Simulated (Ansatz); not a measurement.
# C₃H₁₀OS₃Zr: a ladder of functionals and wavefunction methods

One table from this session's results is given with a row withheld; the runs are named, their logs left out.

Program: Ansatz 0.2.0, Gaussian basis. Level of theory: functionals in def2-TZVPP, the program's frozen cores in correlated methods. These are calculated values, not measurements.

Levels to be run: LDA (SPW92), PBE-D4, revPBE-D4, BLYP-D4, r2SCAN-D4, B97M-V, PBE0-D4, B3LYP-D4, r2SCANh-D4, r2SCAN0-D4, HSE06-D4, BHLYP-D4, CAM-B3LYP-D4, LC-ωPBE, ωB97X-V, ωB97M-V, B2PLYP, PBE-QIDH; CCSD(T)/def2-SVP; CCSD(T)/def2-TZVPP; MP2/def2-QZVPP; extrapolation to the limit; RPA on PBE.

## The relaxed structure

All runs share one geometry, relaxed beforehand with PBE0-D4 in a triple-zeta def2 set. Zr takes the def2 core potential; no spin-orbit term is included.

18 atoms, charge 0, spin multiplicity 1.

Atoms are counted from 1 here; the program's logs count them from 0.

Bond lengths: C1–S2 1.824 Å, C1–H9 1.089 Å, C1–H10 1.093 Å, C1–H11 1.089 Å, S2–Zr3 2.432 Å, Zr3–O4 1.904 Å, Zr3–S5 2.415 Å, Zr3–S7 2.439 Å, O4–H12 0.953 Å, S5–C6 1.823 Å, C6–H13 1.089 Å, C6–H14 1.089 Å, C6–H15 1.105 Å, S7–C8 1.826 Å, C8–H16 1.090 Å, C8–H17 1.090 Å, C8–H18 1.090 Å. Angles: S2–C1–H9 109.4°, S2–C1–H10 112.7°, S2–C1–H11 108.1°, H9–C1–H10 109.0°, H9–C1–H11 109.7°, H10–C1–H11 107.9°, C1–S2–Zr3 96.5°, S2–Zr3–O4 113.2°, S2–Zr3–S5 114.7°, S2–Zr3–S7 104.7°, O4–Zr3–S5 108.6°, O4–Zr3–S7 108.0°, S5–Zr3–S7 107.3°, Zr3–O4–H12 174.4°, Zr3–S5–C6 85.4°, S5–C6–H13 109.6°, S5–C6–H14 109.4°, S5–C6–H15 114.1° and more.

Set-up of the first run:

Contents of in.yaml:

```yaml
crystal:
  periodic: [false, false, false]
  atoms:
    - {symbol: C, position_ang: [-1.359592, -2.372384, -1.677718]}
    - {symbol: S, position_ang: [0.379519, -1.823632, -1.645886]}
    - {symbol: Zr, position_ang: [-0.021616, 0.295879, -0.521699]}
    - {symbol: O, position_ang: [-1.586887, 1.186574, -1.139416]}
    - {symbol: S, position_ang: [1.827499, 1.847141, -0.601667]}
    - {symbol: C, position_ang: [2.854735, 0.417858, -0.128115]}
    - {symbol: S, position_ang: [-0.366460, -0.299909, 1.818616]}
    - {symbol: C, position_ang: [-0.783899, 1.344373, 2.493970]}
    - {symbol: H, position_ang: [-1.716885, -2.380049, -2.706612]}
    - {symbol: H, position_ang: [-2.014094, -1.735137, -1.078243]}
    - {symbol: H, position_ang: [-1.404293, -3.380094, -1.266545]}
    - {symbol: H, position_ang: [-2.419039, 1.563930, -1.409330]}
    - {symbol: H, position_ang: [3.316293, 0.604598, 0.839994]}
    - {symbol: H, position_ang: [3.615371, 0.251463, -0.889220]}
    - {symbol: H, position_ang: [2.294278, -0.529099, -0.031507]}
    - {symbol: H, position_ang: [0.065407, 2.022694, 2.414791]}
    - {symbol: H, position_ang: [-1.035318, 1.210999, 3.546166]}
    - {symbol: H, position_ang: [-1.644999, 1.774799, 1.982439]}
basis:
  gaussian: {orbitals: def2-TZVPP}
hamiltonian: {xc: lda}
output: {orbitals: {seedname: orbitals}}
```

Launch:

```sh
ansatz run in.yaml --threads 4 --pin off --events-out ev --progress --plain --max-ram 66560MiB --backend cuda --devices 0, --max-vram 37GiB
```

Among the steps run: LDA; PBE-D4 (GGA); revPBE-D4 (GGA); BLYP-D4 (GGA); r2SCAN-D4 (meta-GGA); B97M-V (meta-GGA); B3LYP-D4 (hybrid); r2SCANh-D4 (hybrid); r2SCAN0-D4 (hybrid); HSE06-D4 (hybrid); BHLYP-D4 (hybrid); CAM-B3LYP-D4 (range-separated); LC-ωPBE (range-separated); ωB97X-V (range-separated); ωB97M-V (range-separated); B2PLYP (double hybrid); PBE-QIDH (double hybrid).

One of the session's tables, all rows but one given; the rest of the session is left out.

It belongs to the step «Frontier levels by functional». 

| functional | HOMO (eV) | LUMO (eV) | gap (eV) |
| --- | --- | --- | --- |
| LDA (SPW92) | -5.61 | -2.50 | 3.11 |
| PBE-D4 | -5.49 | -2.29 | 3.20 |
| revPBE-D4 | -5.44 | -2.20 | 3.24 |
| BLYP-D4 | ? | ? | ? |
| r2SCAN-D4 | -5.74 | -2.14 | 3.61 |
| B97M-V | -5.83 | -2.13 | 3.71 |
| PBE0-D4 | -6.64 | -1.50 | 5.14 |
| B3LYP-D4 | -6.41 | -1.69 | 4.72 |
| r2SCANh-D4 | -6.17 | -1.85 | 4.32 |
| r2SCAN0-D4 | -6.81 | -1.41 | 5.41 |
| HSE06-D4 | -6.25 | -1.87 | 4.37 |
| BHLYP-D4 | -7.67 | -0.56 | 7.10 |
| CAM-B3LYP-D4 | -7.91 | -0.45 | 7.46 |
| LC-ωPBE | -9.27 | 0.61 | 9.88 |
| ωB97X-V | -8.93 | 0.53 | 9.46 |
| ωB97M-V | -8.77 | 0.41 | 9.18 |

**Question.** Estimate the row for BLYP-D4.

Worked estimate for «HOMO (eV)». Against the share of exact exchange, B3LYP-D4 (0.2, -6.41), BHLYP-D4 (0.5, -7.67) give a slope of -4.20 per unit share; at 0 the line stands at -5.57.

As computed: HOMO (eV): -5.32; LUMO (eV): -2.14; gap (eV): 3.18. In «HOMO (eV)» the line misses by -0.25.
